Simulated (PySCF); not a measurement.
# PdN4H12 (+2): ligand-field states, spin distribution, part 1 of 2

Wanted: ligand-field states, spin distribution for PdN4H12 (+2).

Computed with PySCF 2.14.0 and routines of our own; the level stands in each step. Atoms count from 0.

## (1) The starting structure

17 atoms, charge 2, states of the metal's open shell are computed; geometry from: model start, shaken.

## (2) Geometry optimisation at PBE0-D3(BJ)/def2-SVP

The job: settings as JSON, then the geometry in Å.

```
{"job": {"xc": "PBE0", "basis": "def2-SVP", "d3": "d3bj", "grid": 1, "maxiter": 45, "solvent": "water", "kind": "geom"}, "charge": 2, "metal": "Pd", "open_shell": "d8"}
Pd     0.000020     0.004480    -0.004110
N      2.156640    -0.006820    -0.014870
H      2.561240     0.962460    -0.007380
H      2.551030    -0.463830     0.821460
H      2.561920    -0.485140    -0.816540
N     -2.159570    -0.020160    -0.006860
H     -2.588860    -0.961700    -0.027630
H     -2.563860     0.452170     0.820170
H     -2.557990     0.468380    -0.853860
N     -0.008080     2.169270     0.001700
H     -0.022950     2.553170     0.927680
H      0.803970     2.576250    -0.483290
H     -0.816590     2.573600    -0.479930
N     -0.001680    -2.168340     0.000960
H     -0.018380    -2.559190    -0.921970
H      0.792900    -2.547450     0.472970
H     -0.825730    -2.530330     0.482610
```

The run is started by

```bash
OMP_NUM_THREADS=1 python lf_run.py task.json out
```

The driver reads the jobs from task.json and runs them one after another.

Log:

```text
step   0  E = -353.52109367  max force = 0.035722
step   1  E = -353.53556206  max force = 0.012762
step   2  E = -353.53384815  max force = 0.009629
step   3  E = -353.53654920  max force = 0.003417
step   4  E = -353.53712990  max force = 0.003327
step   5  E = -353.53727459  max force = 0.001069
step   6  E = -353.53729592  max force = 0.000329
step   7  E = -353.53731460  max force = 0.000596
step   8  E = -353.53733061  max force = 0.000875
step   9  E = -353.53736683  max force = 0.001838
step  10  E = -353.53743005  max force = 0.002275
step  11  E = -353.53755563  max force = 0.001808
step  12  E = -353.53712356  max force = 0.003688
step  13  E = -353.53777433  max force = 0.001333
step  14  E = -353.53782344  max force = 0.000313
step  15  E = -353.53782751  max force = 0.000141
optimisation converged
```

Run time: 5.3 min. Hardware: 1 thread of Arm Neoverse V2, shared host; peak memory 1.4 GiB.

Relaxation path: (the energy doesn't fall at every step)

| step | energy from step 0 (eV) | largest force component (eV/Å) |
| --- | --- | --- |
| 0 | 0.0000 | 1.8369 |
| 1 | -0.3937 | 0.6562 |
| 2 | -0.3471 | 0.4951 |
| 3 | -0.4206 | 0.1757 |
| 4 | -0.4364 | 0.1711 |
| 5 | -0.4403 | 0.0550 |
| 6 | -0.4409 | 0.0169 |
| 7 | -0.4414 | 0.0306 |
| 8 | -0.4418 | 0.0450 |
| 9 | -0.4428 | 0.0945 |
| 10 | -0.4445 | 0.1170 |
| 11 | -0.4480 | 0.0930 |
| 12 | -0.4362 | 0.1896 |
| 13 | -0.4539 | 0.0685 |
| 14 | -0.4552 | 0.0161 |
| 15 | -0.4554 | 0.0073 |

Close pairs (by a distance rule), those that changed most:

| bond | before (Å) | after (Å) | change (Å) |
| --- | --- | --- | --- |
| Pd0–N13 | 2.173 | 2.047 | -0.126 |
| Pd0–N9 | 2.165 | 2.047 | -0.117 |
| Pd0–N5 | 2.160 | 2.047 | -0.113 |
| Pd0–N1 | 2.157 | 2.047 | -0.110 |
| N5–H8 | 1.056 | 1.023 | -0.033 |
| N1–H2 | 1.050 | 1.022 | -0.029 |
| N13–H15 | 0.999 | 1.022 | +0.023 |
| N13–H14 | 1.002 | 1.023 | +0.021 |

Where it ended (Å):

| atom | x (Å) | y (Å) | z (Å) |
| --- | --- | --- | --- |
| Pd0 | -0.0081 | 0.0006 | -0.0048 |
| N1 | 2.0333 | 0.0357 | 0.1427 |
| H2 | 2.4402 | 0.9641 | 0.0141 |
| H3 | 2.3457 | -0.2934 | 1.0594 |
| H4 | 2.4700 | -0.5719 | -0.5548 |
| N5 | -2.0496 | -0.0327 | -0.1492 |
| H6 | -2.4578 | -0.9619 | -0.0303 |
| H7 | -2.4820 | 0.5669 | 0.5578 |
| H8 | -2.3660 | 0.3084 | -1.0602 |
| N9 | -0.0187 | 2.0172 | -0.3584 |
| H10 | 0.4036 | 2.5346 | 0.4164 |
| H11 | 0.5175 | 2.2512 | -1.1975 |
| H12 | -0.9533 | 2.4076 | -0.4928 |
| N13 | 0.0034 | -2.0167 | 0.3443 |
| H14 | -0.4243 | -2.5288 | -0.4311 |
| H15 | 0.9384 | -2.4089 | 0.4703 |
| H16 | -0.5283 | -2.2549 | 1.1850 |

| at the end point | value |
| --- | --- |
| point group (found at 0.08 Å tolerance) | C4h |
| rotational constants (GHz, main isotopes) | 3.136, 3.129, 1.621 |

## (3) Ligand-field states: state-averaged CASSCF in water

The job: settings as JSON, then the geometry in Å.

```
{"job": {"kind": "lf", "basis": {"metal": "x2c-TZVPall", "ligand": "x2c-SVPall"}, "nevpt": true, "solvent": "water"}, "charge": 2, "metal": "Pd", "open_shell": "d8"}
Pd     0.000000     0.000000     0.000000
N      2.047141    -0.000000    -0.000000
H      2.460171     0.934558     0.000000
H      2.420146    -0.482344     0.821264
H      2.420146    -0.482344    -0.821264
N     -2.047141     0.000000     0.000000
H     -2.460171    -0.934558    -0.000000
H     -2.420146     0.482344     0.821264
H     -2.420146     0.482344    -0.821264
N      0.000000     2.047141     0.000000
H      0.482344     2.420146     0.821264
H      0.482344     2.420146    -0.821264
H     -0.934558     2.460171     0.000000
N     -0.000000    -2.047141    -0.000000
H     -0.482344    -2.420146    -0.821264
H      0.934558    -2.460171    -0.000000
H     -0.482344    -2.420146     0.821264
```

Method: state-averaged CASSCF of the metal d shell, SC-NEVPT2 on the averaged canonical orbitals, state-interaction spin-orbit coupling.

Log:

```text
basis functions 179, electrons 84, active (8e, 5o)
stage 1: DIIS on the effective Fock matrix, level shift 0.30
cycle   1  E = -5266.2710937606  dE = -5.266e+03  max|g| = 1.579e+00
cycle   2  E = -5267.0538627456  dE = -7.828e-01  max|g| = 7.102e-01
cycle   3  E = -5266.9796144916  dE =  7.425e-02  max|g| = 4.273e-01
cycle   4  E = -5267.2229664907  dE = -2.434e-01  max|g| = 1.272e-01
cycle   5  E = -5267.2502234605  dE = -2.726e-02  max|g| = 2.127e-02
cycle   6  E = -5267.2505306029  dE = -3.071e-04  max|g| = 1.877e-02
cycle   7  E = -5267.2508545244  dE = -3.239e-04  max|g| = 1.266e-02
cycle   8  E = -5267.2510840400  dE = -2.295e-04  max|g| = 5.947e-03
cycle   9  E = -5267.2511431918  dE = -5.915e-05  max|g| = 1.238e-03
cycle  10  E = -5267.2511507290  dE = -7.537e-06  max|g| = 7.614e-04
cycle  11  E = -5267.2511513780  dE = -6.489e-07  max|g| = 4.746e-04
cycle  12  E = -5267.2511517424  dE = -3.644e-07  max|g| = 3.652e-04
cycle  13  E = -5267.2511519344  dE = -1.920e-07  max|g| = 2.568e-04
cycle  14  E = -5267.2511520103  dE = -7.585e-08  max|g| = 1.633e-04
cycle  15  E = -5267.2511520477  dE = -3.744e-08  max|g| = 8.353e-05
cycle  16  E = -5267.2511520570  dE = -9.274e-09  max|g| = 3.558e-05
cycle  17  E = -5267.2511520588  dE = -1.796e-09  max|g| = 1.782e-05
cycle  18  E = -5267.2511520593  dE = -5.402e-10  max|g| = 1.015e-05
cycle  19  E = -5267.2511520595  dE = -1.555e-10  max|g| = 5.270e-06
converged average energy = -5267.2511520595

 mult deg   label        CASSCF/cm-1   NEVPT2/cm-1
   1   1   1Ag                 0.0           0.0
   3   1   3Bg             13220.8       21874.9
   3   2   3Eg             17326.3       26515.6
   3   1   3Ag             22065.2       30188.3
   1   1   1Bg             23899.5       30563.2
   1   2   1Eg             28224.5       35555.2
   1   1   1Ag             28772.1       35934.1
   3   1   3Bg             44099.8       58738.3
   3   2   3Eg             46278.6       61290.7
   3   1   3Ag             51982.0       66064.1
   1   1   1Bg             54333.8       67585.9
   3   2   3Eg             56946.6       69367.1
   1   1   1Ag             59177.1       72167.9
   1   2   1Eg             61465.6       74659.8
   1   1   1Ag             62532.5       74827.1
   1   2   1Eg             63440.0       75872.8
   1   1   1Bg             64006.5       76984.9
   1   1   1Bg             65293.8       78203.7
   1   1   1Ag             86161.1       95055.9

spin-orbit levels / cm-1
      0.00  x1  1Ag 0.99
  21478.23  x1  3Bg 0.92 3Eg 0.08
  21600.88  x2  3Bg 0.94 3Eg 0.06
  25539.63  x1  3Eg 0.94 3Ag 0.05
  25668.32  x1  3Eg 0.99
  26675.95  x2  3Eg 0.88 3Ag 0.05 3Bg 0.05
  26816.48  x1  3Eg 0.85 1Bg 0.15
  28009.49  x1  3Eg 0.92 3Bg 0.08
  30479.39  x2  3Ag 0.94 3Eg 0.05
  30635.36  x1  3Ag 0.94 3Eg 0.05
  31322.17  x1  1Bg 0.84 3Eg 0.15
  35875.29  x2  1Eg 0.97
  36204.04  x1  1Ag 0.99
  57928.71  x1  3Bg 0.78 3Eg 0.22
  58236.14  x2  3Bg 0.82 3Eg 0.16
  60504.32  x1  3Eg 0.90 3Ag 0.07
  61189.78  x1  3Eg 1.00
  61737.49  x1  3Eg 0.98
  61873.35  x2  3Eg 0.77 3Bg 0.17 3Ag 0.05
  62707.38  x1  3Eg 0.76 3Bg 0.22
  66059.89  x1  1Bg 0.60 3Eg 0.39
  66208.40  x2  3Ag 0.88 3Eg 0.05 3Eg 0.04
  66412.94  x1  3Ag 0.87 3Eg 0.07 3Eg 0.06
  69057.45  x1  3Eg 0.98
  69599.56  x1  3Eg 0.84 1Ag 0.10 3Ag 0.05
  69655.80  x2  3Eg 0.95 3Ag 0.05
  70081.77  x1  3Eg 1.00
  70843.93  x1  3Eg 0.60 1Bg 0.38
  72985.94  x1  1Ag 0.88 3Eg 0.09
  75136.87  x1  1Ag 0.99
```

Run time: 14 s. Hardware: 1 thread of Arm Neoverse V2, shared host; peak memory 0.72 GiB.

Warnings kept with the result: strongly covalent, metal-shell active space is small for this complex.

In short:

| quantity | value |
| --- | --- |
| spin-orbit constant ζ | 1399 cm⁻¹ |

Powder susceptibility:

| T (K) | χT (cm³ K/mol) | μ(eff) |
| --- | --- | --- |
| 2 | 0.000 | 0.02 |
| 5 | 0.000 | 0.04 |
| 10 | 0.000 | 0.05 |
| 20 | 0.001 | 0.07 |
| 30 | 0.001 | 0.09 |
| 50 | 0.002 | 0.11 |
| 75 | 0.002 | 0.14 |
| 100 | 0.003 | 0.16 |
| 150 | 0.005 | 0.19 |
| 200 | 0.006 | 0.22 |
| 250 | 0.008 | 0.25 |
| 300 | 0.009 | 0.27 |

Orbitals, density, ELF and potential are computed afterwards from the orbital file.

## (4) Spin distribution: unrestricted DFT, spin states

The job, as its differences from that of step 3:

```diff
@@ -1,2 +1,2 @@
-{"job": {"kind": "lf", "basis": {"metal": "x2c-TZVPall", "ligand": "x2c-SVPall"}, "nevpt": true, "solvent": "water"}, "charge": 2, "metal": "Pd", "open_shell": "d8"}
+{"job": {"kind": "spin", "xc": "BP86"}, "charge": 2, "metal": "Pd", "open_shell": "d8"}
 Pd     0.000000     0.000000     0.000000
```

With the program's defaults for keys left out, this is: unrestricted DFT energies of the spin multiplicities at one geometry, beside CASSCF and NEVPT2 of the metal shell.

Log:

```text
multiplicity 3
final grid: 122840 points
cycle   1  E = -5271.9621439037  dE = -6.797e-02  |g| = 9.404e-02  |ddm| = 7.092e-01
cycle   2  E = -5271.9592809470  dE =  2.863e-03  |g| = 1.146e-01  |ddm| = 1.909e-01
cycle   3  E = -5271.9641453464  dE = -4.864e-03  |g| = 2.958e-02  |ddm| = 1.281e-01
cycle   4  E = -5271.9643680339  dE = -2.227e-04  |g| = 2.190e-02  |ddm| = 3.171e-02
cycle   5  E = -5271.9644984940  dE = -1.305e-04  |g| = 1.858e-03  |ddm| = 1.844e-02
cycle   6  E = -5271.9645000432  dE = -1.549e-06  |g| = 2.874e-04  |ddm| = 2.754e-03
cycle   7  E = -5271.9645000942  dE = -5.099e-08  |g| = 5.077e-05  |ddm| = 6.157e-04
converged SCF energy = -5271.9645000942
multiplicity 1
final grid: 122840 points
cycle   1  E = -5272.0793874212  dE = -9.516e-02  |g| = 1.535e-01  |ddm| = 6.918e-01
cycle   2  E = -5272.0712661926  dE =  8.121e-03  |g| = 1.939e-01  |ddm| = 2.592e-01
cycle   3  E = -5272.0867895580  dE = -1.552e-02  |g| = 3.533e-02  |ddm| = 1.759e-01
cycle   4  E = -5272.0871926743  dE = -4.031e-04  |g| = 8.347e-03  |ddm| = 2.460e-02
cycle   5  E = -5272.0872088998  dE = -1.623e-05  |g| = 5.999e-03  |ddm| = 9.257e-03
cycle   6  E = -5272.0872176269  dE = -8.727e-06  |g| = 1.687e-04  |ddm| = 2.791e-03
cycle   7  E = -5272.0872176358  dE = -8.918e-09  |g| = 7.519e-05  |ddm| = 1.884e-04
converged SCF energy = -5272.0872176358
```

Run time: 22 s. Hardware: 1 thread of Arm Neoverse V2, shared host; peak memory 0.89 GiB.

## (5) Spin distribution: unrestricted DFT, spin states

The job, as its differences from that of step 4:

```diff
@@ -1,2 +1,2 @@
-{"job": {"kind": "spin", "xc": "BP86"}, "charge": 2, "metal": "Pd", "open_shell": "d8"}
+{"job": {"kind": "spin", "xc": "TPSSh"}, "charge": 2, "metal": "Pd", "open_shell": "d8"}
 Pd     0.000000     0.000000     0.000000
```

Level: unrestricted DFT energies of the spin multiplicities at one geometry, beside CASSCF and NEVPT2 of the metal shell.

Log:

```text
multiplicity 3
final grid: 122840 points
cycle   1  E = -5270.8886899526  dE = -4.432e-02  |g| = 1.232e-01  |ddm| = 5.376e-01
cycle   2  E = -5270.8845894192  dE =  4.101e-03  |g| = 1.621e-01  |ddm| = 1.531e-01
cycle   3  E = -5270.8914139942  dE = -6.825e-03  |g| = 3.976e-02  |ddm| = 1.098e-01
cycle   4  E = -5270.8918417976  dE = -4.278e-04  |g| = 1.305e-02  |ddm| = 4.274e-02
cycle   5  E = -5270.8918995029  dE = -5.771e-05  |g| = 2.297e-03  |ddm| = 1.485e-02
cycle   6  E = -5270.8919024308  dE = -2.928e-06  |g| = 3.447e-04  |ddm| = 3.173e-03
cycle   7  E = -5270.8919025201  dE = -8.936e-08  |g| = 1.123e-04  |ddm| = 7.402e-04
converged SCF energy = -5270.8919025201
multiplicity 1
final grid: 122840 points
cycle   1  E = -5270.9971857262  dE = -6.900e-02  |g| = 1.643e-01  |ddm| = 5.586e-01
cycle   2  E = -5270.9872334285  dE =  9.952e-03  |g| = 2.297e-01  |ddm| = 2.137e-01
cycle   3  E = -5271.0019225210  dE = -1.469e-02  |g| = 8.276e-02  |ddm| = 1.572e-01
cycle   4  E = -5271.0038433829  dE = -1.921e-03  |g| = 2.148e-02  |ddm| = 6.313e-02
cycle   5  E = -5271.0040065237  dE = -1.631e-04  |g| = 2.367e-03  |ddm| = 1.517e-02
cycle   6  E = -5271.0040089162  dE = -2.392e-06  |g| = 3.828e-04  |ddm| = 2.438e-03
cycle   7  E = -5271.0040089702  dE = -5.402e-08  |g| = 4.949e-05  |ddm| = 4.149e-04
converged SCF energy = -5271.0040089702
```

It took 45 s on 1 thread of Arm Neoverse V2, shared host; peak memory 0.95 GiB.

## (6) Spin distribution: unrestricted DFT, spin states

The job, as its differences from that of step 5:

```diff
@@ -1,2 +1,2 @@
-{"job": {"kind": "spin", "xc": "TPSSh"}, "charge": 2, "metal": "Pd", "open_shell": "d8"}
+{"job": {"kind": "spin", "xc": "B3LYP"}, "charge": 2, "metal": "Pd", "open_shell": "d8"}
 Pd     0.000000     0.000000     0.000000
```

With the program's defaults for keys left out, this is: unrestricted DFT energies of the spin multiplicities at one geometry, beside CASSCF and NEVPT2 of the metal shell.

Log:

```text
multiplicity 3
final grid: 122840 points
cycle   1  E = -5270.8491935174  dE = -4.688e-02  |g| = 1.511e-01  |ddm| = 5.848e-01
cycle   2  E = -5270.8425013706  dE =  6.692e-03  |g| = 2.084e-01  |ddm| = 2.047e-01
cycle   3  E = -5270.8545682495  dE = -1.207e-02  |g| = 3.402e-02  |ddm| = 1.318e-01
cycle   4  E = -5270.8548602483  dE = -2.920e-04  |g| = 1.422e-02  |ddm| = 3.946e-02
cycle   5  E = -5270.8549283339  dE = -6.809e-05  |g| = 2.628e-03  |ddm| = 1.610e-02
cycle   6  E = -5270.8549328779  dE = -4.544e-06  |g| = 3.335e-04  |ddm| = 4.423e-03
cycle   7  E = -5270.8549329578  dE = -7.990e-08  |g| = 1.088e-04  |ddm| = 8.167e-04
converged SCF energy = -5270.8549329578
multiplicity 1
final grid: 122840 points
cycle   1  E = -5270.9569450503  dE = -6.816e-02  |g| = 2.008e-01  |ddm| = 5.674e-01
cycle   2  E = -5270.9377876555  dE =  1.916e-02  |g| = 3.145e-01  |ddm| = 2.725e-01
cycle   3  E = -5270.9664480420  dE = -2.866e-02  |g| = 7.771e-02  |ddm| = 1.964e-01
cycle   4  E = -5270.9680785208  dE = -1.630e-03  |g| = 1.835e-02  |ddm| = 6.022e-02
cycle   5  E = -5270.9682050388  dE = -1.265e-04  |g| = 2.648e-03  |ddm| = 1.321e-02
cycle   6  E = -5270.9682080011  dE = -2.962e-06  |g| = 3.549e-04  |ddm| = 2.876e-03
cycle   7  E = -5270.9682080543  dE = -5.315e-08  |g| = 2.819e-05  |ddm| = 4.013e-04
converged SCF energy = -5270.9682080543
```

Wall time 30 s (1 thread of Arm Neoverse V2, shared host); peak memory 0.96 GiB.

(Continued in part 2 of 2.)
